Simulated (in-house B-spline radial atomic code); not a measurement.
# Tl³⁴⁺: excited configurations

How much energy does it take to promote electrons of Tl³⁴⁺ to other shells? Each configuration is solved by itself and compared with the reference.

Program: in-house B-spline radial atomic code version 1. Level of theory: Dirac-Hartree-Fock, average of configuration, Fermi nucleus, basis-set limit. These are calculated values, not measurements, unless marked.

### 1 The system

* element: thallium (Z = 81)
* charge: +34
* electrons: 47
* configuration: [Kr] 4d10 4f1
* Hamiltonian: Dirac-Coulomb
* nucleus: Fermi, rms radius 5.476 fm

Outer shells as boxes (Hund's rule):

[Kr] 4d10 4f1
```
[Kr] core
4d [↑↓][↑↓][↑↓][↑↓][↑↓]
4f [↑ ][  ][  ][  ][  ][  ][  ]
```

The boxes draw the filling by Hund's rule, which heavy ions in jj coupling don't follow; these runs average over all states of the configuration.

Settings, as recorded:

```ini
Z = 81
electrons = 47.0
configuration = [Kr] 4d10 4f1
hamiltonian = dirac
method = hf
spin_polarised = False
nucleus = fermi
rms_radius = 5.4759
mass_number = 205
atomic_mass = 204.974427318
speed_of_light = 137.035999084
```

The reference is known from an earlier run: -19657.439669 hartree in all. Up to eight levels, counted from the top:

```
orbital  occupation  energy (eV)  <r> (bohr)
  3d5/2           6     -3751.36      0.1629
  4s1/2           2     -2073.37      0.3700
  4p1/2           2     -1944.44      0.3682
  4p3/2           4     -1808.73      0.3933
  4d3/2           4     -1597.50      0.3865
  4d5/2           6     -1570.02      0.3941
  4f5/2    0.428571     -1333.71      0.3676
  4f7/2    0.571429     -1326.59      0.3708
```

### 2 Configuration [Kr] 4d8 4f1 5d1 6s1

Settings, as recorded:

```ini
Z = 81
electrons = 47.0
configuration = [Kr] 4d8 4f1 5d1 6s1
hamiltonian = dirac
method = hf
spin_polarised = False
nucleus = fermi
rms_radius = 5.4759
mass_number = 205
atomic_mass = 204.974427318
speed_of_light = 137.035999084
```

Q: How far above the reference does each configuration lie (order and size, in eV)?

The runs gave:

| net move | configuration | energy above the reference (eV) | with Breit, QED, recoil (eV) | largest <r> (bohr) |
| --- | --- | --- | --- | --- |
| 2×4d → 5d, 6s | [Kr] 4d8 4f1 5d1 6s1 | 1603.12 | 1602.31 | 1.05 |

**Reading.** The promotion costs 1603.12 eV. 1 of them lies more than 2 % above the ionisation threshold that Koopmans' theorem gives (1326.59 eV), where such states can decay by emitting an electron. Two partly filled shells share a symmetry and can mix in the average, which may lower the energy, for: 2×4d → 5d, 6s. These are averages over configurations, without correlation, not spectroscopic levels.
